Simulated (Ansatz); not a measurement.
**CH2ClFOTe: up Jacob's ladder to CCSD(T)**

The task here is to estimate one member of a computed series from the others.

Method: functionals in def2-TZVPP, the program's frozen cores in correlated methods; program: Ansatz 0.2.0, Gaussian basis.

Levels to be run: LDA (SPW92), PBE-D4, revPBE-D4, BLYP-D4, r2SCAN-D4, B97M-V, PBE0-D4, B3LYP-D4, r2SCANh-D4, r2SCAN0-D4, HSE06-D4, BHLYP-D4, CAM-B3LYP-D4, LC-ωPBE, ωB97X-V, ωB97M-V, B2PLYP, PBE-QIDH; CCSD(T)/def2-SVP; CCSD(T)/def2-TZVPP; MP2/def2-QZVPP; extrapolation to the limit; RPA on PBE.

1 further run of the same task is left out (for a known fault of the program). Runs told in other sessions of the task aren't counted.

**The relaxed structure**

All runs share one geometry, relaxed beforehand with PBE0-D4 in a triple-zeta def2 set. Te takes the def2 core potential; no spin-orbit term is included.

SMILES `OC(F)(Cl)[TeH]`, 7 atoms, charge 0, spin multiplicity 1.

Atoms are counted from 1 here; the program's logs count them from 0.

Bond lengths: O1–C2 1.357 Å, O1–H6 0.966 Å, C2–F3 1.359 Å, C2–Cl4 1.764 Å, C2–Te5 2.198 Å, Te5–H7 1.655 Å. Angles: C2–O1–H6 108.1°, O1–C2–F3 110.6°, O1–C2–Cl4 107.2°, O1–C2–Te5 110.7°, F3–C2–Cl4 107.8°, F3–C2–Te5 107.6°, Cl4–C2–Te5 112.9°, C2–Te5–H7 92.2°.

Set-up of the first run:

File in.yaml:

```yaml
crystal:
  periodic: [false, false, false]
  atoms:
    - {symbol: O, position_ang: [0.103713, -0.482389, 1.461048]}
    - {symbol: C, position_ang: [-0.201152, -0.360535, 0.144560]}
    - {symbol: F, position_ang: [0.645689, -1.106467, -0.612838]}
    - {symbol: Cl, position_ang: [-1.829084, -1.002719, -0.074181]}
    - {symbol: Te, position_ang: [-0.010060, 1.730221, -0.505960]}
    - {symbol: H, position_ang: [0.991909, -0.127720, 1.597323]}
    - {symbol: H, position_ang: [0.360285, 1.281510, -2.055651]}
basis:
  gaussian: {orbitals: def2-TZVPP}
hamiltonian: {xc: lda}
output: {orbitals: {seedname: orbitals}}
```

The run is started by

```sh
$ ansatz run in.yaml --threads 4 --pin off --events-out ev --progress --plain --max-ram 10444MiB
```

Among the steps run: LDA; PBE-D4 (GGA); revPBE-D4 (GGA); BLYP-D4 (GGA); r2SCAN-D4 (meta-GGA); B97M-V (meta-GGA); B3LYP-D4 (hybrid); r2SCANh-D4 (hybrid); r2SCAN0-D4 (hybrid); HSE06-D4 (hybrid); BHLYP-D4 (hybrid); CAM-B3LYP-D4 (range-separated); LC-ωPBE (range-separated); ωB97X-V (range-separated); ωB97M-V (range-separated); B2PLYP (double hybrid); PBE-QIDH (double hybrid).

One of the session's tables, all rows but one given; the rest of the session is left out.

It belongs to the step «Frontier levels by functional». 

| functional | HOMO (eV) | LUMO (eV) | gap (eV) |
| --- | --- | --- | --- |
| LDA (SPW92) | -5.83 | -2.62 | 3.21 |
| PBE-D4 | -5.66 | -2.41 | 3.25 |
| revPBE-D4 | -5.60 | -2.32 | 3.28 |
| BLYP-D4 | -5.50 | -2.33 | 3.17 |
| r2SCAN-D4 | -5.93 | -2.29 | 3.64 |
| B97M-V | -5.94 | -2.26 | 3.68 |
| PBE0-D4 | -6.77 | -1.61 | 5.16 |
| B3LYP-D4 | -6.55 | -1.85 | 4.69 |
| r2SCANh-D4 | -6.33 | -1.99 | 4.34 |
| r2SCAN0-D4 | -6.94 | -1.54 | 5.40 |
| HSE06-D4 | -6.37 | -1.99 | 4.39 |
| BHLYP-D4 | -7.72 | -0.77 | 6.95 |
| CAM-B3LYP-D4 | -8.04 | -0.61 | 7.43 |
| LC-ωPBE | -9.37 | 0.54 | 9.90 |
| ωB97X-V | -9.03 | 0.42 | 9.45 |
| ωB97M-V | ? | ? | ? |

Estimate the missing values for ωB97M-V.

The run gave: HOMO (eV): -8.90; LUMO (eV): 0.28; gap (eV): 9.18. In the column «HOMO (eV)» it lies between ωB97X-V (-9.03) and CAM-B3LYP-D4 (-8.04).
